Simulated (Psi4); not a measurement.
**GaH3O2 (SMILES [OH][GaH][OH]), step by step**

We compute a series of 10 runs (PBE-D4/def2-SVP, PBE0-D4/def2-TZVP, PBE-D4/def2-TZVPP, r2SCAN-D4/def2-TZVPP, B3LYP-D4/def2-TZVPP, PBE0-D4/def2-TZVPP, wB97M-V/def2-TZVPP, CCSD(T)/def2-TZVPP, and more) of GaH3O2. 

Program for the calculation: Psi4 1.11.

**1. Starting point**

GaH3O2 has 6 atoms, charge 0, and is taken as a singlet. As SMILES, `[OH][GaH][OH]`. Geometry: a GFN2-xTB, rattled relaxation, a rough one for these elements and not checked as a minimum. This is one conformer, not always the lowest. The run starts from this shape.

Bond lengths: O1–Ga2 1.746 Å, Ga2–O3 1.734 Å, O1–H4 0.983 Å, Ga2–H5 1.465 Å, O3–H6 0.980 Å. Angles: O1–Ga2–O3 116.0°, O1–Ga2–H5 126.7°, O3–Ga2–H5 117.3°, Ga2–O1–H4 133.9°, Ga2–O3–H6 129.3°.

**2. A geometry optimisation at PBE-D4/def2-SVP (density fitting) (run 1)**

gah3o2.dat

```
memory 3300 mb

molecule system {
  0 1
  O     -1.260932    -0.550210    -0.396624
  Ga     0.159926     0.440055    -0.177020
  O      1.342108    -0.165515     0.938318
  H     -2.030321    -0.512246    -1.007328
  H      0.474035     1.688773    -0.876159
  H      1.306977    -0.962108     1.507890
  units angstrom
  symmetry c1
}

set globals {
  basis def2-SVP
  scf_type df
  geom_maxiter 60
  max_force_g_convergence 0.0005
}

e, wfn = opt('pbe-d4', return_wfn=True)
print_variables()
```

Run with:

```bash
psi4 gah3o2.dat gah3o2.out -n 2
```

gah3o2.out:

```text
[...]
  Running in c1 symmetry.
[...]
  Nuclear repulsion =  201.105231306790046
[...]
  Multiplicity = 1
[...]
  Nalpha       = 25
  Nbeta        = 25
[...]
    Number of basis functions: 75
[...]
   @DF-RKS iter   1: -2074.43578734213270   -1.34875e+00   3.50970e-02 ADIIS/DIIS
[...]
   @DF-RKS iter   8: -2076.33856337155839   -1.36424e-12   6.78259e-09 DIIS
[...]
  @DF-RKS Final Energy: -2076.33856337155839
   => Energetics <=
    Nuclear Repulsion Energy =            196.0935876315002986
    One-Electron Energy =               -3283.6305497061584902
    Two-Electron Energy =                1104.0908346020651152
    DFT Exchange-Correlation Energy =     -92.8894804400354275
    Empirical Dispersion Energy =          -0.0029554589295452
    VV10 Nonlocal Energy =                  0.0000000000000000
    Total Energy =                      -2076.3385633715583936
[...]
  -Total Gradient:
     Atom            X                  Y                   Z
    ------   -----------------  -----------------  -----------------
       1        0.000162852331    -0.000257163750     0.000478451134
       2       -0.000619448834     0.000192238665    -0.000742950025
       3        0.000562664887     0.000369699135     0.000104777550
       4       -0.000082852135     0.000061736273    -0.000204038947
       5        0.000137040897    -0.000251323156     0.000374207383
       6       -0.000195460784    -0.000215207243     0.000043616083
[...]
```

The script printed:

```text
Optimizer: Optimization complete!
```

Wall time 4.3 min (2 threads of Intel Xeon at 2.50GHz (Skylake/Cascade Lake), shared host); peak memory 0.59 GiB.

Step by step:

```
step  energy from the first frame kept (eV)  largest force (eV/Å)
   0                                 0.0000                1.9262
   1                                -0.2027                0.7426
   2                                -0.2812                0.5165
   3                                -0.3139                0.2205
   4                                -0.3164                0.0898
   5                                -0.3169                0.0507
```

After the run. Bond lengths: O1–Ga2 1.805 Å, Ga2–O3 1.797 Å, O1–H4 0.975 Å, Ga2–H5 1.559 Å, O3–H6 0.976 Å. Angles: O1–Ga2–O3 112.6°, O1–Ga2–H5 127.5°, O3–Ga2–H5 119.8°, Ga2–O1–H4 112.5°, Ga2–O3–H6 110.9°.

**3. A geometry optimisation at PBE0-D4/def2-TZVP (density fitting) (run 2)**

calc.inp

```
memory 3300 mb

molecule mol {
  0 1
  O     -1.258749    -0.665412    -0.326572
  Ga     0.153163     0.451610    -0.200870
  O      1.380530    -0.115931     0.982635
  H     -1.919262    -0.361261    -0.975779
  H      0.382101     1.784860    -0.976454
  H      1.105956    -0.958054     1.392651
  symmetry c1
}

set {
  basis def2-TZVP
  scf_type df
  geom_maxiter 50
  max_force_g_convergence 0.0002
}

result = opt('pbe0-d4')
```

Run with:

```bash
psi4 -i calc.inp -o calc.out -n 2
```

calc.out:

```text
[...]
  Running in c1 symmetry.
[...]
  Nuclear repulsion =  196.093598284949394
[...]
  Multiplicity = 1
[...]
  Nalpha       = 25
  Nbeta        = 25
[...]
    Number of basis functions: 128
[...]
   @DF-RKS iter   1: -2074.84980004239105   -1.74417e+00   2.55166e-02 ADIIS/DIIS
[...]
   @DF-RKS iter   8: -2076.81628724462962   -5.00222e-12   5.82192e-09 DIIS
[...]
  @DF-RKS Final Energy: -2076.81628724462962
   => Energetics <=
    Nuclear Repulsion Energy =            198.1387639975376658
    One-Electron Energy =               -3289.0515099410072253
    Two-Electron Energy =                1084.3776029836269572
    DFT Exchange-Correlation Energy =     -70.2786584993566521
    Empirical Dispersion Energy =          -0.0024857854307139
    VV10 Nonlocal Energy =                  0.0000000000000000
    Total Energy =                      -2076.8162872446296205
[...]
  -Total Gradient:
     Atom            X                  Y                   Z
    ------   -----------------  -----------------  -----------------
       1        0.000052783842    -0.000005249361     0.000052292704
       2       -0.000012579775    -0.000031932877    -0.000048434183
       3       -0.000076103309     0.000034812514    -0.000051099740
       4       -0.000063747190    -0.000049919613    -0.000001778393
       5       -0.000005033826    -0.000018235536     0.000032311160
       6        0.000066724640     0.000003833052     0.000038872149
[...]
```

On the terminal:

```text
Optimizer: Optimization complete!
```

It took 3 min on 2 threads of Intel Xeon at 2.50GHz (Skylake/Cascade Lake), shared host; peak memory 0.78 GiB.

Step by step:

```
step  energy from the first frame kept (eV)  largest force (eV/Å)
   0                                 0.0000                0.7936
   1                                -0.0227                0.1332
   2                                -0.0244                0.0783
   3                                -0.0240                0.0905
   4                                -0.0251                0.0050
```

After the run. Bond lengths: O1–Ga2 1.786 Å, Ga2–O3 1.776 Å, O1–H4 0.959 Å, Ga2–H5 1.547 Å, O3–H6 0.960 Å. Angles: O1–Ga2–O3 112.5°, O1–Ga2–H5 125.8°, O3–Ga2–H5 121.7°, Ga2–O1–H4 115.1°, Ga2–O3–H6 112.7°.

**4. The harmonic vibrations at PBE0-D4/def2-TZVP (density fitting) (run 3)**

calc.dat

```
memory 3300 MB

molecule {
  0 1
  O     -1.246494    -0.645233    -0.339385
  Ga     0.156455     0.450314    -0.196979
  O      1.355783    -0.129096     0.978432
  H     -1.917712    -0.366637    -0.964780
  H      0.358543     1.768050    -0.980937
  H      1.101066    -0.958522     1.390118
  symmetry c1
}

set {
  basis                      def2-TZVP
  scf_type                   df
  rotational_symmetry_number 1
}

e, wfn = frequency("pbe0-d4", return_wfn=True)
```

Run with:

```bash
psi4 calc.dat calc.out -n 2
```

calc.out:

```text
Psi4 1.11 release

         ----------------------------------------------------------
                                   FINDIF
         ----------------------------------------------------------

[... 216 lines left out ...]
   @DF-RKS iter   6: -2076.81605989355967   -2.98759e-02   1.73215e-04 DIIS/ADIIS
[... 142 lines left out ...]
    Weights Tolerance      =       1.00E-15
[... 180 lines left out ...]
  @DF-RKS Final Energy: -2076.81628596540668
[... 152 lines left out ...]
   @DF-RKS iter   7: -2076.81625232606075   -1.96141e-04   7.62761e-05 DIIS
[... 111 lines left out ...]
    Weights Tolerance      =       1.00E-15
[... 11 lines left out ...]
	total time  =         11 seconds =       0.18 minutes

    Psi4 run time: 0:01:06.93

[set-up sections that repeat, and orbital energies of the middle runs, are left out above]
```

It took 12 min on 2 threads of Intel Xeon at 2.50GHz (Skylake/Cascade Lake), shared host.

Time ran out before the run finished.

Runs 4 to 9 aren't shown in full; the table further down has their settings and results.

**5. A single-point energy at MP2/def2-QZVPP (density fitting, density fitting for correlation) (run 10)**

gah3o2.dat

```
memory 3300 mb

molecule system {
  O     -1.246494    -0.645233    -0.339385
  Ga     0.156455     0.450314    -0.196979
  O      1.355783    -0.129096     0.978432
  H     -1.917712    -0.366637    -0.964780
  H      0.358543     1.768050    -0.980937
  H      1.101066    -0.958522     1.390118
  units angstrom
  symmetry c1
}

set basis def2-QZVPP
set reference rhf
set scf_type df
set num_frozen_docc 11

energy("mp2")
```

Run with:

```bash
psi4 -n 2 gah3o2.dat gah3o2.out
```

gah3o2.out:

```text
[...]
  Running in c1 symmetry.
[...]
  Nuclear repulsion =  198.138772386093024
[...]
  Multiplicity = 1
[...]
  Nalpha       = 25
  Nbeta        = 25
[...]
    Number of basis functions: 293
[...]
   @DF-RHF iter   1: -2073.19466187009812   -3.12772e+00   1.15571e-02 ADIIS/DIIS
[...]
   @DF-RHF iter  12: -2074.89837511025780   -8.45830e-11   7.04158e-09 DIIS
[...]
  @DF-RHF Final Energy: -2074.89837511025780
   => Energetics <=
    Nuclear Repulsion Energy =            198.1387723860930237
    One-Electron Energy =               -3290.2075058728637487
    Two-Electron Energy =                1017.1703583765126950
    Total Energy =                      -2074.8983751102578026
[...]
 Multipole Moments:
 ------------------------------------------------------------------------------------
     Multipole            Electronic (a.u.)      Nuclear  (a.u.)        Total (a.u.)
 ------------------------------------------------------------------------------------
 L = 1.  Multiply by 2.5417464519 to convert [e a0] to [Debye]
 Dipole X            :          0.5159340           -1.0205393           -0.5046053
 Dipole Y            :          2.1474114           -1.8513748            0.2960367
 Dipole Z            :         -1.1628516            0.6309937           -0.5318579
 Magnitude           :                                                    0.7906561
[...]
```

Run time: 45 s. Hardware: 2 threads of Intel Xeon at 2.50GHz (Skylake/Cascade Lake), shared host; peak memory 0.84 GiB.

**6. All runs side by side**

```
run                                                                  level  geom maxiter  max force g convergence         task   energy (Eh)  HOMO energy (eV)  LUMO energy (eV)  HOMO–LUMO gap (eV)  wall time
  1                                      PBE-D4/def2-SVP (density fitting)            60                   0.0005     optimise  -2076.338563             -6.64             -1.15                5.49    4.3 min
  2                                    PBE0-D4/def2-TZVP (density fitting)            50                   0.0002     optimise  -2076.816287             -8.67             -0.52                8.15      3 min
  3                                    PBE0-D4/def2-TZVP (density fitting)             –                        –  frequencies       timeout                 –                 –                   –     12 min
  4                                    PBE-D4/def2-TZVPP (density fitting)             –                        –       energy  -2076.783714             -7.01             -1.30                5.71       64 s
  5                                 r2SCAN-D4/def2-TZVPP (density fitting)             –                        –       energy       timeout                 –                 –                   –      2 min
  6                                  B3LYP-D4/def2-TZVPP (density fitting)             –                        –       energy  -2077.292184             -8.41             -0.83                7.58    1.7 min
  7                                   PBE0-D4/def2-TZVPP (density fitting)             –                        –   properties  -2076.819738             -8.68             -0.53                8.15    1.9 min
  8                                   wB97M-V/def2-TZVPP (density fitting)             –                        –       energy       timeout                 –                 –                   –      2 min
  9  CCSD(T)/def2-TZVPP (density fitting, density fitting for correlation)             –                        –       energy       timeout                 –                 –                   –    7.9 min
 10      MP2/def2-QZVPP (density fitting, density fitting for correlation)             –                        –       energy  -2075.904840            -12.83              1.65               14.48       45 s
```

**7. What came out**

```
                                                            quantity           value
                                run 10, MP2/def2-QZVPP: total energy  -2075.90484 Eh
         run 10, MP2/def2-QZVPP: HOMO energy (Hartree–Fock orbitals)       -12.83 eV
         run 10, MP2/def2-QZVPP: LUMO energy (Hartree–Fock orbitals)         1.65 eV
       run 10, MP2/def2-QZVPP: HOMO–LUMO gap (Hartree–Fock orbitals)        14.48 eV
run 10, MP2/def2-QZVPP: correlation energy (11 core orbitals frozen)     -1006.5 mEh
```

**Reading.** Over runs 4, 6, 7 the dipole moment (its size) runs from 1.61 D (PBE-D4/def2-TZVPP) to 1.74 D (PBE0-D4/def2-TZVPP). Over runs 4, 6, 7 the HOMO–LUMO gap runs from 5.71 eV (PBE-D4/def2-TZVPP) to 8.15 eV (PBE0-D4/def2-TZVPP). Totals of different functionals can't be ranked against each other. All runs together took 37 min, the longest 12 min. 4 of the 10 runs gave no usable result.
